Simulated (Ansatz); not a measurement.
**SiGeF (quartet): wave-function methods side by side, cc-pVDZ**

One table from this session's results is given with a row withheld; the runs are named, their logs left out.

Method: cc-pVDZ, core rule «outside noble gas», up to 20 orbitals frozen; program: Ansatz 0.2.0, Gaussian basis.

Plan: UHF; CCSD(T) on ROHF; CCSD(T) on UHF; BCCD(T) on ROHF; CISD; CCSDT(Q) on ROHF; CCSDT(Q) on UHF.

39 further runs of the same task are left out: 10 for a known fault of the program, 14 that didn't finish, 15 set aside as unsound or not needed.

## What is computed

The geometry is a PBE0/def2-TZVP stationary point (not a proven minimum). No spin-orbit coupling is included. The filled d shell of Ge may be among the frozen orbitals whatever the setting's name suggests; the logs give the count.

3 atoms, charge 0, spin multiplicity 4.

Atoms are counted from 1 here; the program's logs count them from 0.

Bond lengths: F1–Ge2 1.759 Å, Ge2–Si3 2.416 Å. Angles: F1–Ge2–Si3 106.7°.

Set-up of the first run:

Input file in.yaml:

```yaml
crystal:
  periodic: [false, false, false]
  atoms:
    - {symbol: F, position_ang: [0.000000, -1.068183, 1.360686]}
    - {symbol: Ge, position_ang: [0.000000, 0.397053, 0.388067]}
    - {symbol: Si, position_ang: [0.000000, -0.304362, -1.924126]}
basis:
  gaussian: {orbitals: cc-pVDZ}
magnetization: {spin_polarized: true, initial_magnetization: 3}
hamiltonian: {xc: hf}
output: {orbitals: {seedname: orbitals}}
```

Launch:

```bash
$ ansatz run in.yaml --threads 1 --pin off --events-out ev --progress --plain --max-ram 2393MiB
```

Among the steps run: UHF; CCSD(T) on ROHF; CCSD(T) on UHF; BCCD(T) on ROHF; CISD; CCSDT(Q) on ROHF; CCSDT(Q) on UHF.

One of the session's tables, all rows but one given; the rest of the session is left out.

```
   method  from UCCSDT(Q) (meV)
     ROHF               +9780.3
      UHF               +9671.9
     RMP2               +1045.2
     UMP2               +1080.3
    RCCSD                +365.8
    UCCSD                +358.9
 RCCSD(T)                 +78.2
 UCCSD(T)                 +76.0
  BCCD(T)                 +70.9
   RCCSDT                     ?
   UCCSDT                 +31.3
RCCSDT(Q)                  +8.2
UCCSDT(Q)                     0
```

**Question.** Estimate the row for RCCSDT.

As computed: from UCCSDT(Q) (meV): +34.3. In the column «from UCCSDT(Q) (meV)» it lies between UCCSDT (+31.3) and BCCD(T) (+70.9).

Not comparable, so not listed: CISD (they don't share determinant, frozen orbitals or solution with the rows shown, or repeat one).

Limits of these values: Restricted and unrestricted rows rest on different reference determinants; where their highest levels disagree by more than a few hundredths of an eV, they describe different states and don't form one ladder.
